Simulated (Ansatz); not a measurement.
# Te2I3: the cost of one run

Method: DFT PBE, scalar-relativistic, plane waves, PAW, in Ansatz 0.2.0.

### Step 1. The starting structure

It takes space group P4mm (No. 99, tetragonal). Conventional cell: a = 5.096 Å, b = 5.096 Å, c = 8.472 Å, α = 90.00°, β = 90.00°, γ = 90.00°. Around Te (site symmetry 2mm) lie 3 I at 3.30 to 3.60 Å and 4 Te at 3.60 Å. Around I (site symmetry 2mm) lie 1 Te at 3.30 Å and 6 I at 3.60 to 3.66 Å. Around I (site symmetry 4mm) lie 4 Te at 3.60 Å and 4 I at 3.66 Å.

Coordinates:

```cif
data_structure
_symmetry_space_group_name_H-M 'P4mm'
_symmetry_Int_Tables_number 99
_cell_length_a 5.0957
_cell_length_b 5.0957
_cell_length_c 8.4718
_cell_angle_alpha 90.000
_cell_angle_beta 90.000
_cell_angle_gamma 90.000
_cell_volume 219.98
loop_
_atom_site_label
_atom_site_type_symbol
_atom_site_symmetry_multiplicity
_atom_site_Wyckoff_symbol
_atom_site_fract_x
_atom_site_fract_y
_atom_site_fract_z
_atom_site_occupancy
Te1 Te 2 c 0.50000 0.00000 0.97915 1
I1 I 2 c 0.50000 0.00000 0.58914 1
I2 I 1 b 0.50000 0.50000 0.27915 1
```

A structure generator made this guess: random cell by space group and Wyckoff sites (P4mm, No. 99). The dimensions are guesses.

### Step 2. Probe: one point on a coarse mesh

input.yaml

```yaml
crystal:
  lattice:
    - [5.09570068, 0.0, 0.0]
    - [0.0, 5.09570068, 0.0]
    - [0.0, 0.0, 8.47181729]
  atoms:
    - { symbol: Te, position: [0.5, 0.0, 0.97915273] }
    - { symbol: Te, position: [0.0, 0.5, 0.97915273] }
    - { symbol: I, position: [0.5, 0.0, 0.58913782] }
    - { symbol: I, position: [0.0, 0.5, 0.58913782] }
    - { symbol: I, position: [0.5, 0.5, 0.27915172] }
basis:
  ecutwfc: 420
kpoints:
  mp_grid: { grid: [4, 4, 2] }
hamiltonian:
  xc: pbe
scf:
  occupations: { method: gaussian, width: 0.1 }
  lower_state_search: "off"
output:
  forces: true
  stress: true
  eigenvalues: true
```

Run with:

```bash
$ ansatz run input.yaml --threads 1 --pin off --max-ram 2560MiB --backend cpu --events-out ev --progress --plain --runs-dir out
```

**Question.** How long does this run take on 1 thread of Intel Xeon 6975P-C (Granite Rapids), shared host, and how much memory does it need?

About 4.2 s, with a peak of 0.49 GiB.
